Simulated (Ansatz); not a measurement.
Predict the output of the script below (Ansatz's Python interface).

`POSCAR_au`
```text
Au
1.0
   1.41130997   -2.55593302    0.00000000
   1.41130997    2.55593302    0.00000000
   0.00000000    0.00000000    4.89316961
Au
2
Direct
   0.66532797    0.33467203    0.25000000
   0.33467203    0.66532797    0.75000000
```

Script `fatbands_au.py`:
```python
from pathlib import Path
import warnings

import ansatz as az
from ase.io import read
import pandas as pd

warnings.simplefilter("ignore", az.DeckWarning)

atoms = read("POSCAR_au", format="vasp")
cell = az.Crystal.from_ase(atoms)

points = {"G": (0.0, 0.0, 0.0), "S": (0.0, 0.5, 0.0), "R": (0.0, 0.5, 0.5), "Z": (0.0, 0.0, 0.5), "T": (-0.5, 0.5, 0.5)}
calculation = (
    cell.calculation()
    .functional("pbesol")
    .basis(470)
    .kpoints(length=22)
    .occupations("Fermi-Dirac")
    .band_structure(list(points.values()), intervals=1)
    .fat_bands()
)
def show(event):
    row = event["data"]
    if event["event"] == "scf_iter" and row.get("harris_foulkes_ev") is not None:
        print(f"  iteration {row['iter']:3d}  Harris-Foulkes {row['harris_foulkes_ev']:.5f} eV  residual {row['dr2_ev']:.2e}")


done = calculation.session().plan().execute(on_event=show)
data = done.report
file = Path(done.write_results("results")) / "fatbands.tsv"
names = file.read_text().splitlines()[0].lstrip("# ").split("\t")
table = pd.read_csv(file, sep="\t", comment="#", names=names)
near = table[table.e_minus_ef.abs() < 2]
for ik, label in enumerate(points):
    print(label)
    for _, row in near[near.ik == ik].iterrows():
        main = row[names[4:]].astype(float).nlargest(2)
        print(f"   band {int(row.band):3d} {row.e_minus_ef:7.3f} eV  " + ", ".join(f"{k} {v:.2f}" for k, v in main.items()))
```

`python fatbands_au.py` gives:
```text
  iteration   1  Harris-Foulkes -26014.18031 eV  residual 1.39e-02
  iteration   2  Harris-Foulkes -26014.17788 eV  residual 2.39e-03
  iteration   3  Harris-Foulkes -26014.17723 eV  residual 8.49e-05
  iteration   4  Harris-Foulkes -26014.17725 eV  residual 2.38e-06
  iteration   5  Harris-Foulkes -26014.17725 eV  residual 2.17e-07
  iteration   6  Harris-Foulkes -26014.17725 eV  residual 5.68e-09
G
   band  18  -1.951 eV  au0_l2_5D 0.50, au1_l2_5D 0.50
   band  19  -0.991 eV  au0_l2_5D 0.00, au1_l2_5D 0.00
S
   band  15  -1.829 eV  au0_l2_5D 0.50, au1_l2_5D 0.50
   band  16  -1.636 eV  au0_l2_5D 0.50, au1_l2_5D 0.50
   band  17  -1.480 eV  au0_l2_5D 0.50, au1_l2_5D 0.50
   band  18   0.622 eV  au0_l0_6S 0.16, au1_l0_6S 0.16
   band  19   1.862 eV  au0_l0_6S 0.29, au1_l0_6S 0.29
R
   band  16  -1.526 eV  au0_l2_5D 0.50, au1_l2_5D 0.50
   band  17  -1.526 eV  au0_l2_5D 0.50, au1_l2_5D 0.50
   band  18   0.754 eV  au0_l2_5D 0.04, au1_l2_5D 0.04
   band  19   0.754 eV  au0_l2_5D 0.04, au1_l2_5D 0.04
Z
T
   band  16  -1.608 eV  au0_l2_5D 0.50, au1_l2_5D 0.50
   band  17  -1.608 eV  au0_l2_5D 0.50, au1_l2_5D 0.50
   band  18   0.375 eV  au0_l2_5D 0.05, au1_l2_5D 0.05
   band  19   0.375 eV  au0_l2_5D 0.05, au1_l2_5D 0.05
```

Reading the output:
- Total energies depend on the potentials; only differences at equal settings carry meaning. A total without «per atom» is that of the cell as typed.
- For a metal this k-point mesh is coarse: on a finer one energies can move by several to tens of meV an atom and pressures by half a GPa or more, differences at one mesh by less.
- This isn't the structure that Au takes at ambient conditions.
- Levels are Kohn-Sham eigenvalues on this mesh, without spin-orbit coupling.
- Energies are less the Fermi level and bands count from 0. Only the largest channels are printed, equivalent atoms hold more, and in degenerate sets the split between sites is arbitrary; shells that the potentials lack have no channel.
- Finished in 4.2 s on 1 thread of Arm Neoverse V1, on a shared host, peak memory 0.47 GiB.

(Lines on the test bed's own set-up are left out of the output.)
